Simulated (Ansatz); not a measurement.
The system is LuSb.

```
CELL_PARAMETERS angstrom
0.00000 3.03933 3.03933
3.03933 0.00000 3.03933
3.03933 3.03933 0.00000
ATOMIC_POSITIONS crystal
Lu 0.00000 0.00000 0.00000
Sb 0.50000 0.50000 0.50000
```

The cell is a database's computed one.

| Quantity | Value |
| --- | --- |
| Program | Ansatz 0.2.0 |
| Task | relaxation of cell and atoms |
| Functional | RPBE |
| Potentials or basis | all-electron LAPW, scalar-relativistic |
| Basis error allowed | 0.001 eV/atom |
| k mesh | 8 × 8 × 8 |
| Occupations | fermi-dirac, width 0.05 eV |
| Spin | no spin polarisation |

At the start: volume 28.08 Å³/atom.

Where does the relaxation end?

Over 5 steps the energy falls by 8.3 meV/atom and the volume is 29.20 Å³/atom (+4.0 %); space group Fm-3m (No. 225, to 0.05 Å).

The path:
```
step  energy change (eV)  largest force (eV/Å)  volume (Å³)
   1              0.0000                0.0000        56.15
   2             -0.0080                0.0000        60.12
   3             -0.0166                0.0000        58.50
   4             -0.0167                0.0000        58.40
   5             -0.0167                0.0000        58.40
```

Final structure:
```yaml
crystal:
  lattice:
    - [0.00000, 3.07928, 3.07928]
    - [3.07928, 0.00000, 3.07928]
    - [3.07928, 3.07928, 0.00000]
  atoms:
    - { symbol: Lu, position: [0.00000, 0.00000, 0.00000] }
    - { symbol: Sb, position: [0.50000, 0.50000, 0.50000] }
```
